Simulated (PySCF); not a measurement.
**[CuH3]-: structure of the doublet**

The task is one start of a wider search on [CuH3]-: the doublet, built as trigonal pyramidal. It is relaxed, tested by its Hessian and followed downhill if it is a saddle.

Program: PySCF 2.14.0. Level of theory: PBE0, basis Cu def2-TZVPD, H def2-TZVPD, no relativity, density fitting. These are calculated values, not measurements.

## (1) Starting geometry

4 atoms, charge -1, spin multiplicity 2.

Bond lengths: Cu1–H2 1.440 Å, Cu1–H3 1.440 Å, Cu1–H4 1.440 Å. Angles: H2–Cu1–H3 99.8°, H2–Cu1–H4 99.8°, H3–Cu1–H4 99.8°.

```xyz
4
charge -1 multiplicity 2
Cu    0.0000    0.0000   -0.0310
H     1.2714    0.0000    0.6450
H    -0.6357    1.1011    0.6450
H    -0.6357   -1.1011    0.6450
```

## (2) Trigonal pyramidal start, doublet: relaxation

One driver script runs all steps and calls PySCF; scf.py shows how it sets up the SCF of each step. The optimiser is the driver's own. Before each start the driver seeks the lowest SCF state from one or more starting densities and follows internal instabilities, so scf.py alone need not reach the same state.

The program finds C3v symmetry in the start, which this walk keeps.

File scf.py:

```python
from pyscf import gto, scf, dft
mol = gto.M(atom='''
Cu     0.000000    -0.000000    -0.030990
H      1.271420    -0.000018     0.645010
H     -0.635695     1.101091     0.645010
H     -0.635725    -1.101074     0.645010''',
    basis={'Cu': 'def2-TZVPD', 'H': 'def2-TZVPD'},
    charge=-1, spin=1)
mf = dft.UKS(mol, xc='PBE0')
mf.grids.atom_grid = (50, 194)
aux = {'Cu': 'def2-universal-JKFIT', 'H': 'def2-universal-JKFIT'}
mf = mf.density_fit(auxbasis=aux)
mf.kernel()
```

The optimiser's trace:

```
step   energy (Eh)  change (kJ/mol)  largest symmetric gradient (Eh/bohr)
   0  -1641.955416             0.00                               0.04328
   1  -1641.976198           -54.56                               0.02644
   2  -1641.996233          -107.16                               0.01885
   3  -1641.998802          -113.91                               0.01624
   4  -1641.999542          -115.85                               0.01421
   5  -1642.002539          -123.72                               0.00474
   6  -1642.003179          -125.40                               0.00087
   7  -1642.003202          -125.46                               0.00009
   8  -1642.003202          -125.46                               0.00001
```

The walk ran for 7.3 s (4 threads, shared host).

End point (D3h, 8 steps, 125.5 kJ/mol gained): Cu–H 1.612 Å (×3); H–Cu–H 120.0° (×3). A gradient of 0.0129 Eh/bohr that breaks the symmetry is left: this electronic state wants a lower symmetry.

## (3) Releasing the symmetry

The geometry is nudged along the force that breaks the symmetry.

The program finds C2v symmetry in the start, which may break. The walk stops when the largest gradient is under 0.0003 Eh/bohr and the energy has settled too.

scf.py: that of step 2 with these lines changed.

```diff
@@ -3,4 +3,4 @@
-Cu     0.000000    -0.000000    -0.030990
-H      1.271420    -0.000018     0.645010
-H     -0.635695     1.101091     0.645010
-H     -0.635725    -1.101074     0.645010''',
+Cu    -0.002245     0.000000    -0.000000
+H      1.599399    -0.000018     0.000027
+H     -0.729586     1.446249    -0.000012
+H     -0.729618    -1.446233    -0.000012''',
```

Energy and gradient, step by step:

```
step   energy (Eh)  change (kJ/mol)  largest gradient (Eh/bohr)
   0  -1642.008509             0.00                     0.01103
   1  -1642.014575           -15.93                     0.01218
   2  -1642.019137           -27.90                     0.00929
   3  -1642.019877           -29.85                     0.00755
   4  -1642.020886           -32.50                     0.00310
   5  -1642.020703           -32.02                     0.00455
   6  -1642.021055           -32.94                     0.00157
   7  -1642.021064           -32.96                     0.00103
   8  -1642.021070           -32.98                     0.00009
   9  -1642.021070           -32.98                     0.00001
```

The walk took 8.7 s.

After 9 steps and 33.0 kJ/mol it ends at C2v: Cu–H 1.576 Å, Cu–H 1.580 Å (×2); H–Cu–H 98.6° (×2), H–Cu–H 162.8°.

## (4) Hessian and properties

The point is checked on the finer grid, and tightened if its gradient asks for it. The Hessian and the dipole derivatives come from central differences of analytic gradients, with steps of 0.01 bohr.

scf.py: that of step 3 with these lines changed.

```diff
@@ -3,4 +3,4 @@
-Cu    -0.002245     0.000000    -0.000000
-H      1.599399    -0.000018     0.000027
-H     -0.729586     1.446249    -0.000012
-H     -0.729618    -1.446233    -0.000012''',
+Cu    -0.016875     0.000000     0.000020
+H      1.559008    -0.000017    -0.001807
+H     -0.252638     1.562625     0.000293
+H     -0.252672    -1.562619     0.000293''',
@@ -10 +10 @@
-mf.grids.atom_grid = (50, 194)
+mf.grids.atom_grid = (75, 302)
```

The driver hands on the density of the step before, so the log starts near convergence.

Log of the central SCF (cycles and frontier levels):

```text
init E= -1642.02099677064
[... the frontier-level lines of each cycle are left out ...]
cycle= 1 E= -1642.02099677063  delta_E= 1.46e-11  |g|= 1.25e-05  |ddm|= 5.81e-06
cycle= 2 E= -1642.02099677035  delta_E= 2.76e-10  |g|= 4.3e-05  |ddm|= 1.86e-05
cycle= 3 E= -1642.02099677065  delta_E= -3.04e-10  |g|= 8.41e-07  |ddm|= 1.44e-05
cycle= 4 E= -1642.02099677066  delta_E= -2.27e-12  |g|= 3.1e-07  |ddm|= 1.61e-06
Extra cycle  E= -1642.02099677066  delta_E= -5e-12  |g|= 2.33e-07  |ddm|= 6.49e-07
converged SCF energy = -1642.02099677066  <S^2> = 0.75687914  2S+1 = 2.0068674
```

The whole step took 17 s.

Geometry: C2v; Cu–H 1.576 Å, Cu–H 1.580 Å (×2); H–Cu–H 98.6° (×2), H–Cu–H 162.8°.

Modes, for the most abundant isotopes:

```
symmetry  ω (cm⁻¹)  IR (km/mol)  μ (u)     type
      b2       368         50.1   1.02     bend
      a1       606         70.8   1.04     bend
      b1       636          267   1.05     bend
      a1      1477          283   1.02  stretch
      b2      1496         1110   1.04  stretch
      a1      1616          0.0   1.01  stretch
```

No imaginary mode, so this is a minimum.

Constants and moments:

```
Dipole moment about the centre of mass                          : 0.92 D
Highest occupied level                                          : -0.25 eV
Lowest empty level                                              : 2.83 eV
Rotational constants                                            : 6.493, 3.425, 2.242 cm⁻¹
Zero-point energy                                               : 37.1 kJ/mol
Principal polarisabilities                                      : 46.2, 71.2, 73.1 bohr³
Principal traceless quadrupole moments about the centre of mass : -8.67, -0.01, 8.68 D Å
Entropy at 298.15 K and 1 bar (electronic part: spin only)      : 236.8 J/(mol K)
Heat capacity Cp at 298.15 K                                    : 48.8 J/(mol K)
Enthalpy at 298.15 K above 0 K                                  : 11.63 kJ/mol
Rotational symmetry number                                      : 2
Spin squared ⟨S²⟩                                               : 0.757
```

Charges (e) and bond orders:

```
atom  Mulliken  Löwdin  polar tensor  spin (Mulliken)  Mayer order to Cu1
 Cu1     -1.17   -0.32          0.11             0.53                   –
  H2     -0.03   -0.21         -0.25             0.38                0.92
H3,4      0.10   -0.24         -0.43             0.05                0.71
```

Outer orbital energies (eV). α occupied: -5.08, -4.75, -3.78, -3.40, -3.38, -2.75, -1.46, -0.25; empty: 4.13, 4.94, 5.24, 5.34. β occupied: -72.01, -4.36, -3.56, -3.16, -3.11, -3.09, -2.29, -1.27; empty: 2.83, 4.24, 5.38, 5.42.

Mulliken populations on Cu1: s 7.56, p 12.97, d 9.63, f 0.00.

## (5) Summary of results

| quantity | value |
| --- | --- |
| minimum | doublet, C2v |
| geometry | Cu–H 1.576 Å, Cu–H 1.580 Å (×2); H–Cu–H 98.6° (×2), H–Cu–H 162.8° |
| wavenumbers (cm⁻¹) | 368 (b2), 606 (a1), 636 (b1), 1477 (a1), 1496 (b2), 1616 (a1) |
| dipole moment (centre of mass) | 0.92 D |
| highest occupied, lowest empty level (either spin) | -0.25, 2.83 eV |
| polar-tensor charge of Cu1 | +0.11 e |
| zero-point energy | 37.1 kJ/mol |
| entropy at 298.15 K | 236.8 J/(mol K) |
| ⟨S²⟩ | 0.757 |

What this shows: From C3v at the start the molecule goes to a C2v minimum. In the infrared the band at 1496 cm⁻¹ (b2, stretch) leads. Most of the spin sits on Cu1 (Mulliken spin 0.53, against 1 for the whole molecule). Other starts or spin states, not run here, may lie lower. One determinant may miss the lowest occupation of an open d or f shell.

The search up to here took 40 s.
